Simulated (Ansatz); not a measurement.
Working through a rigid torsion scan of CH3FOSi, SMILES CO[Si]F

Program: the Ansatz DFT code, driven from Python.

Run as a notebook:

```python
import ansatz as az
from ase import Atoms
```

```python
BASIS_SET = "cc-pVDZ"
FUNCTIONAL = "pbe0"
FORCE_TOL = 0.02

atoms = Atoms(["C", "O", "Si", "F", "H", "H", "H"], positions=[
    (-0.3736, 0.1143, 0.6385),
    (0.9108, 0.4655, 0.2595),
    (1.4481, -0.0647, -1.2246),
    (0.372, -0.86, -1.9395),
    (-0.5728, -0.931, 0.678),
    (-0.6115, 0.6052, 1.614),
    (-1.1119, 0.6027, -0.0715),
])
```

```python
# relax first, so that the scan starts from a minimum
first = az.Crystal.molecule_from_ase(atoms).calculation()
first = first.basis(gaussian=BASIS_SET)
first = first.functional(FUNCTIONAL)
first = first.relax(force_tolerance=FORCE_TOL, max_steps=80)
atoms.positions = first.run().report["positions_ang"]
```

```python
start = atoms.get_dihedral(4, 0, 1, 2)
energies = {}
for turn in range(0, 360, 40):
    turned = atoms.copy()
    turned.set_dihedral(4, 0, 1, 2, start + turn, indices=[1, 2, 3])
    calculation = (
        az.Crystal.molecule_from_ase(turned).calculation()
        .basis(gaussian=BASIS_SET)
        .functional(FUNCTIONAL)
    )
    energies[round((start + turn) % 360)] = calculation.run().report["free_energy_ev"]
floor = min(energies.values())
print("dihedral H4-C0-O1-Si2 (deg)   E - E(min) (kJ/mol)")
for angle, e in sorted(energies.items()):
    print(f"{angle:8d} {96.485332 * (e - floor):14.3f}  " + "#" * int(30 * (e - floor) / max(max(energies.values()) - floor, 1e-9)))
```

    dihedral H4-C0-O1-Si2 (deg)   E - E(min) (kJ/mol)
           0          0.000
          40          2.492  ##################
          80          3.117  #######################
         120          1.271  #########
         160          3.949  ##############################
         200          3.923  #############################
         240          1.273  #########
         280          3.141  #######################
         320          2.469  ##################

The scan is rigid and the energies are electronic, in a modest basis. With rigid groups the curve can differ much from the relaxed path, the start wasn't checked as a minimum of this torsion, and equivalent turns needn't return to the same energy. Finished in 90 s on 1 thread of Arm Neoverse V1 (shared host), peak memory 0.21 GiB.
